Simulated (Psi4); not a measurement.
**SnH3OF (SMILES [OH][SnH2][F]) at 3 levels**

We compute a comparison of 3 runs (HF/STO-3G, HSE06/def2-SVPD, TPSSh/def2-SVPD) of SnH3OF. 

The results are computed with Psi4 1.11.

### Step 1. The structure to begin with

SnH3OF has 6 atoms, charge 0, and is taken as a singlet. SMILES: `[OH][SnH2][F]`. The Sn2–H6 distance was set to 3.045 Å, away from the relaxed value. At this shape a bond of the SMILES string is far longer than usual.

Bond lengths: O1–Sn2 1.948 Å, Sn2–F3 1.922 Å, O1–H4 0.960 Å, Sn2–H5 1.701 Å. Angles: O1–Sn2–F3 105.3°, O1–Sn2–H5 111.8°, F3–Sn2–H5 104.3°, Sn2–O1–H4 114.0°.

### Step 2. Energy and forces at HF/STO-3G (run 1)

The input, input.inp:

```
memory 2200 MB

molecule molecule1 {
  0 1
  O     -2.24227154    -1.29567560    -3.23439287
  Sn     1.00182130    -0.18281588    -1.89514397
  F      3.09337017    -3.15157563    -1.86037301
  H     -2.15572208    -1.96218200    -4.91946166
  H      2.50188590     1.82256148    -3.90921407
  H      0.03307021     1.31657219     3.57517286
  units bohr
  symmetry c1
}

set reference rhf
set puream true
set e_convergence 1e-09
set d_convergence 1e-08
set scf_type pk

result, w = gradient("scf/STO-3G", return_wfn=True)
oeprop(w, "LOWDIN_CHARGES", "QUADRUPOLE", "MAYER_INDICES")
```

Run with:

```bash
psi4 -n 1 input.inp input.out
```

input.out:

```text
[...]
  Running in c1 symmetry.
[...]
  Nuclear repulsion =  291.316248058525503
[...]
  Multiplicity = 1
[...]
  Nalpha       = 35
  Nbeta        = 35
[...]
    Number of basis functions: 40
[...]
   @RHF iter   1: -6136.32441276926238   -3.55279e+00   1.10889e-02 ADIIS/DIIS
[...]
   @RHF iter  12: -6136.67892469714388    4.54747e-12   4.69435e-09 DIIS
[...]
    Orbital Energies [Eh]
    ---------------------
    Doubly Occupied:
       1A   -1029.930144     2A   -153.561506     3A   -145.391370
       4A   -145.391072     5A   -145.390863     6A    -29.637815
       7A    -26.620910     8A    -26.620183     9A    -26.619597
      10A    -25.780195    11A    -20.152665    12A    -18.223104
      13A    -18.222935    14A    -18.222434    15A    -18.221653
      16A    -18.221465    17A     -4.848749    18A     -3.602660
      19A     -3.601553    20A     -3.599504    21A     -1.381548
      22A     -1.207647    23A     -0.925882    24A     -0.922863
      25A     -0.921523    26A     -0.920575    27A     -0.918545
      28A     -0.555234    29A     -0.502791    30A     -0.424137
      31A     -0.413259    32A     -0.394129    33A     -0.338201
      34A     -0.334941    35A     -0.205145
[...]
  @RHF Final Energy: -6136.67892469714388
   => Energetics <=
    Nuclear Repulsion Energy =            291.3162480585255025
    One-Electron Energy =               -9071.5367437394488661
    Two-Electron Energy =                2643.5415709837798204
    Total Energy =                      -6136.6789246971438843
[...]
  -Total Gradient:
     Atom            X                  Y                   Z
    ------   -----------------  -----------------  -----------------
       1       -0.000542613363    -0.017017882834    -0.041915496139
       2        0.001816513217    -0.010270729808    -0.052870845950
       3        0.011942575223    -0.014362783310    -0.001803294140
       4       -0.010634972533     0.010595503812     0.031454134390
       5        0.012296667008     0.010044537897    -0.017270370878
       6       -0.014878169528     0.021011354571     0.082405872755
[...]
 Multipole Moments:
 ------------------------------------------------------------------------------------
     Multipole            Electronic (a.u.)      Nuclear  (a.u.)        Total (a.u.)
 ------------------------------------------------------------------------------------
 L = 1.  Multiply by 2.5417464519 to convert [e a0] to [Debye]
 Dipole X            :          3.4677037           -3.1948494            0.2728543
 Dipole Y            :          2.2055574           -1.7760362            0.4295212
 Dipole Z            :          0.3830766           -0.9596379           -0.5765613
 Magnitude           :                                                    0.7689999
 L = 2.  Multiply by 1.3450342976 to convert [e a0^2] to [Debye ang]
 Quadrupole XX       :       -164.7667771          135.5094267          -29.2573503
 Quadrupole XY       :         25.5606231          -24.4705555            1.0900676
[...]
```

Wall time 3.6 s (1 thread of Intel Xeon Platinum 8488C (Sapphire Rapids), shared host); peak memory 0.2 GiB.

### Step 3. A single-point energy at HSE06/def2-SVPD (core potential) (run 2)

The input, fh3osn_ase.py:

```python
import numpy as np
from ase.calculators.psi4 import Psi4
from ase import Atoms

a = Atoms(['O', 'Sn', 'F', 'H', 'H', 'H'], positions=[
    [-1.186559, -0.685642, -1.711567],
    [0.530141, -0.096742, -1.002867],
    [1.636941, -1.667742, -0.984467],
    [-1.140759, -1.038342, -2.603267],
    [1.323941, 0.964458, -2.068667],
    [0.017500, 0.696700, 1.891900],
])
calc = Psi4(atoms=a, method='hse06', basis='def2-SVPD', memory='2200MB', num_threads=1, charge=0, multiplicity=1, label='fh3osn')
calc.psi4.set_options({'puream': True, 'e_convergence': 1e-09, 'd_convergence': 1e-08, 'scf_type': 'pk', 'dft_radial_points': 99, 'dft_spherical_points': 590})
a.calc = calc

print(f'energy: {a.get_potential_energy():.6f} eV')
```

Run with:

```bash
python fh3osn_ase.py
```

fh3osn.dat:

```text
[...]
    !!!  WARNING: ECP capability is in beta. Please check occupations closely.  !!!
[...]
  Running in c1 symmetry.
[...]
  Nuclear repulsion =  141.578661615840048
[...]
  Multiplicity = 1
[...]
  Nalpha       = 21
  Nbeta        = 21
[...]
    Number of basis functions: 102
[...]
   @RKS iter   1:  -390.08094385698013   -8.26376e-01   1.01570e-02 DIIS/ADIIS
[...]
   @RKS iter  15:  -390.79077772626482   -4.33147e-11   7.63313e-10 DIIS
[...]
    Orbital Energies [Eh]
    ---------------------
    Doubly Occupied:
       1A    -24.738124     2A    -19.222679     3A     -5.195640
       4A     -3.529899     5A     -3.528602     6A     -3.526606
       7A     -1.162909     8A     -1.106851     9A     -1.092164
      10A     -1.090354    11A     -1.089533    12A     -1.066002
      13A     -0.979535    14A     -0.552738    15A     -0.479957
      16A     -0.420868    17A     -0.407043    18A     -0.396789
      19A     -0.355222    20A     -0.334580    21A     -0.265701
[...]
  @RKS Final Energy:  -390.79077772626482
   => Energetics <=
    Nuclear Repulsion Energy =            141.5786616158400477
    One-Electron Energy =                -902.6226762038135121
    Two-Electron Energy =                 399.7688767373959990
    DFT Exchange-Correlation Energy =     -29.5156398756873202
    Empirical Dispersion Energy =           0.0000000000000000
    VV10 Nonlocal Energy =                  0.0000000000000000
    Total Energy =                       -390.7907777262648210
[...]
 Multipole Moments:
 ------------------------------------------------------------------------------------
     Multipole            Electronic (a.u.)      Nuclear  (a.u.)        Total (a.u.)
 ------------------------------------------------------------------------------------
 L = 1.  Multiply by 2.5417464519 to convert [e a0] to [Debye]
 Dipole X            :          5.9077609           -5.8189227            0.0888382
 Dipole Y            :         15.3949925          -14.6241482            0.7708443
 Dipole Z            :          3.7668632           -4.5634322           -0.7965689
 Magnitude           :                                                    1.1120320
[...]
```

Standard output:

```text
energy: -10633.958707 eV
```

It took 38 s on 1 thread of Intel Xeon Platinum 8488C (Sapphire Rapids), shared host; peak memory 0.96 GiB.

### Step 4. Energy and forces at TPSSh/def2-SVPD (core potential) (run 3)

The input, fh3osn.py:

```python
import psi4

psi4.set_memory(2200000000)
psi4.set_num_threads(1)
psi4.set_output_file('run.log', False)

molecule = psi4.geometry("""
0 1
O     -2.24227154    -1.29567560    -3.23439287
Sn     1.00182130    -0.18281588    -1.89514397
F      3.09337017    -3.15157563    -1.86037301
H     -2.15572208    -1.96218200    -4.91946166
H      2.50188590     1.82256148    -3.90921407
H      0.03307021     1.31657219     3.57517286
units bohr
symmetry c1
no_reorient
no_com
""")

options = {'puream': True, 'e_convergence': 1e-09, 'd_convergence': 1e-08, 'scf_type': 'pk', 'dft_radial_points': 99, 'dft_spherical_points': 590}
psi4.set_options(options)

energy_value, wavefunction = psi4.gradient("tpssh/def2-SVPD", return_wfn=True)
psi4.oeprop(wavefunction, "QUADRUPOLE", "LOWDIN_CHARGES", "MAYER_INDICES", title="TPSSH")
print('gradient / Eh bohr^-1')
print(energy_value.np.round(6))
print(f'energy = {wavefunction.energy():.10f} Eh')
for k, v in sorted(psi4.core.scalar_variables().items()):
    print(f'{k:45s} {v:18.10f}')
```

Run with:

```bash
python fh3osn.py
```

run.log:

```text
[...]
    !!!  WARNING: ECP capability is in beta. Please check occupations closely.  !!!
[...]
  Running in c1 symmetry.
[...]
  Nuclear repulsion =  141.578661600997719
[...]
  Multiplicity = 1
[...]
  Nalpha       = 21
  Nbeta        = 21
[...]
    Number of basis functions: 102
[...]
   @RKS iter   1:  -390.12459476750223   -7.67227e-01   1.05301e-02 DIIS/ADIIS
[...]
   @RKS iter  15:  -390.87377168174703   -7.75913e-11   3.63888e-09 DIIS
[...]
    Orbital Energies [Eh]
    ---------------------
    Doubly Occupied:
       1A    -24.589734     2A    -19.089550     3A     -5.088457
       4A     -3.443853     5A     -3.442398     6A     -3.440207
       7A     -1.122457     8A     -1.063067     9A     -1.047566
      10A     -1.046006    11A     -1.045064    12A     -1.024076
      13A     -0.947104    14A     -0.533906    15A     -0.461867
      16A     -0.402859    17A     -0.383259    18A     -0.374373
      19A     -0.338382    20A     -0.316028    21A     -0.263595
[...]
  @RKS Final Energy:  -390.87377168174703
   => Energetics <=
    Nuclear Repulsion Energy =            141.5786616009977195
    One-Electron Energy =                -902.5156252335509635
    Two-Electron Energy =                 404.4545364811993409
    DFT Exchange-Correlation Energy =     -34.3913445303931340
    Empirical Dispersion Energy =           0.0000000000000000
    VV10 Nonlocal Energy =                  0.0000000000000000
    Total Energy =                       -390.8737716817470300
[...]
  -Total Gradient:
     Atom            X                  Y                   Z
    ------   -----------------  -----------------  -----------------
       1        0.017513699337     0.000545855906    -0.004007213206
       2        0.003838444402    -0.022526419520    -0.043383241065
       3       -0.010386811851     0.014391107946    -0.000895628446
       4       -0.000458750553     0.004774062435     0.009285177696
       5       -0.003866037985    -0.006584966891     0.001954722789
       6       -0.006670927807     0.009413978675     0.037064615385
[...]
 Multipole Moments:
 ------------------------------------------------------------------------------------
     Multipole            Electronic (a.u.)      Nuclear  (a.u.)        Total (a.u.)
 ------------------------------------------------------------------------------------
 L = 1.  Multiply by 2.5417464519 to convert [e a0] to [Debye]
 Dipole X            :        -32.2392125           32.3214618            0.0822494
 Dipole Y            :         42.2796928          -41.5745832            0.7051096
 Dipole Z            :         88.7303052          -89.5651703           -0.8348650
 Magnitude           :                                                    1.0958760
 L = 2.  Multiply by 1.3450342976 to convert [e a0^2] to [Debye ang]
 Quadrupole XX       :       -190.3678770          159.3305789          -31.0372981
 Quadrupole XY       :         62.4546306          -59.6948335            2.7597971
[...]
```

On the terminal:

```text
gradient / Eh bohr^-1
[[ 0.017514  0.000546 -0.004007]
 [ 0.003838 -0.022526 -0.043383]
 [-0.010387  0.014391 -0.000896]
 [-0.000459  0.004774  0.009285]
 [-0.003866 -0.006585  0.001955]
 [-0.006671  0.009414  0.037065]]
energy = -390.8737716817 Eh
CURRENT ENERGY                                   -390.8737716817
CURRENT REFERENCE ENERGY                         -390.8737716817
DD SOLVATION ENERGY                                 0.0000000000
DFT FUNCTIONAL TOTAL ENERGY                      -390.8737716817
DFT TOTAL ENERGY                                 -390.8737716817
DFT VV10 ENERGY                                     0.0000000000
DFT XC ENERGY                                     -34.3913445304
GRID ELECTRONS ALPHA                               21.0000000674
GRID ELECTRONS BETA                                21.0000000674
GRID ELECTRONS TOTAL                               42.0000001348
NUCLEAR REPULSION ENERGY                          141.5786616010
ONE-ELECTRON ENERGY                              -902.5156252336
PCM POLARIZATION ENERGY                             0.0000000000
PE ENERGY                                           0.0000000000
SCF ITERATION ENERGY                             -390.8737716817
SCF ITERATIONS                                     15.0000000000
SCF TOTAL ENERGY                                 -390.8737716817
TWO-ELECTRON ENERGY                               404.4545364812
XC GRID RADIAL POINTS                              99.0000000000
XC GRID SPHERICAL POINTS                          590.0000000000
XC GRID TOTAL POINTS                           338609.0000000000
```

It took 38 s on 1 thread of Intel Xeon Platinum 8488C (Sapphire Rapids), shared host; peak memory 1.1 GiB.

### Step 5. All runs side by side

| run | level | task | core potential | energy (Eh) | dipole moment (D) | HOMO energy (eV) | LUMO energy (eV) | wall time |
| --- | --- | --- | --- | --- | --- | --- | --- | --- |
| 1 | HF/STO-3G | gradient | none | -6136.678925 | 1.95 | -5.58 | 2.87 | 3.6 s |
| 2 | HSE06/def2-SVPD (core potential) | energy | def2 | -390.790778 | 2.83 | -7.23 | -4.61 | 38 s |
| 3 | TPSSh/def2-SVPD (core potential) | gradient | def2 | -390.873772 | 2.79 | -7.17 | -4.58 | 38 s |

### Step 6. What came out

```
                       quantity          value
            run 3: total energy  -390.87377 Eh
           run 3: dipole moment         2.79 D
             run 3: HOMO energy       -7.17 eV
             run 3: LUMO energy       -4.58 eV
           run 3: HOMO–LUMO gap        2.60 eV
run 3: largest force on an atom     2.521 eV/Å
```

In words: The dipole moment (its size) runs from 1.95 D (HF/STO-3G) to 2.83 D (HSE06/def2-SVPD). The two ends differ in method and basis and core potential. The HOMO–LUMO gap runs from 2.60 eV (TPSSh/def2-SVPD) to 8.45 eV (HF/STO-3G). Totals of different functionals can't be ranked against each other. Some runs of one species differ in core potentials or relativity; totals across that change don't compare. In run 1 the basis is minimal, so the values are rough. In runs 1, 2, 3 a closed-shell determinant meets a far-stretched bond, which it describes badly. In run 1 relativity is left out where basis or elements ask for it. All runs together took 80 s, the longest 38 s.
